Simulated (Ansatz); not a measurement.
# GdSb2Au3: the cost of one run

Method: DFT PBE, scalar-relativistic, plane waves, PAW, in Ansatz 0.2.0.

## 1. Starting point

It takes space group P6/mmm (No. 191, hexagonal). Conventional cell: a = 6.661 Å, b = 6.661 Å, c = 3.667 Å, α = 90.00°, β = 90.00°, γ = 120.00°. Gd (site symmetry 6/mmm) is surrounded by 2 Gd at 3.67 Å and 12 Au at 3.80 Å and 6 Sb at 3.85 Å. Sb (site symmetry -6m2) has 6 Au at 2.66 Å as nearest neighbours. Au (site symmetry mmm) is surrounded by 4 Sb at 2.66 Å.

As a file:

```xyz
6
Lattice="6.6609 0.0000 0.0000 -3.3305 5.7685 0.0000 0.0000 0.0000 3.6670" Properties=species:S:1:pos:R:3 pbc="T T T"
Gd    0.0000    0.0000    0.0000
Sb    0.0000    3.8457    0.0000
Sb    3.3305    1.9228    0.0000
Au    3.3305    0.0000    1.8335
Au    1.6652    2.8843    1.8335
Au   -1.6652    2.8843    1.8335
```

Recipe of the guess: species swapped into a database cell of GdB2Ru3 (P6/mmm, No. 191), with Sb on the B sites and Au on the Ru sites. The dimensions are guesses.

## 2. A first look at the guess

input.yaml

```yaml
crystal:
  lattice:
    - [6.6609368, 0.0, 0.0]
    - [-3.3304684, 5.76854048, 0.0]
    - [0.0, 0.0, 3.66697107]
  atoms:
    - { symbol: Gd, position: [0.0, 0.0, 0.0], spin: 7.0 }
    - { symbol: Sb, position: [0.33333333, 0.66666667, 0.0] }
    - { symbol: Sb, position: [0.66666667, 0.33333333, 0.0] }
    - { symbol: Au, position: [0.5, 0.0, 0.5] }
    - { symbol: Au, position: [0.5, 0.5, 0.5] }
    - { symbol: Au, position: [0.0, 0.5, 0.5] }
basis:
  ecutwfc: 420
kpoints:
  mp_grid: { grid: [3, 3, 6] }
hamiltonian:
  xc: pbe
scf:
  occupations: { method: gaussian, width: 0.1 }
  lower_state_search: "off"
output:
  forces: true
  stress: true
  eigenvalues: true
  populations: true
magnetization:
  spin_polarized: true
```

Command:

```console
> ansatz run input.yaml --threads 1 --pin off --max-ram 2048MiB --backend cpu --events-out ev --progress --plain --runs-dir out
```

What time and memory should one allow on 1 thread of Arm Neoverse V2, shared host?

About 32 s, with a peak of 0.54 GiB.
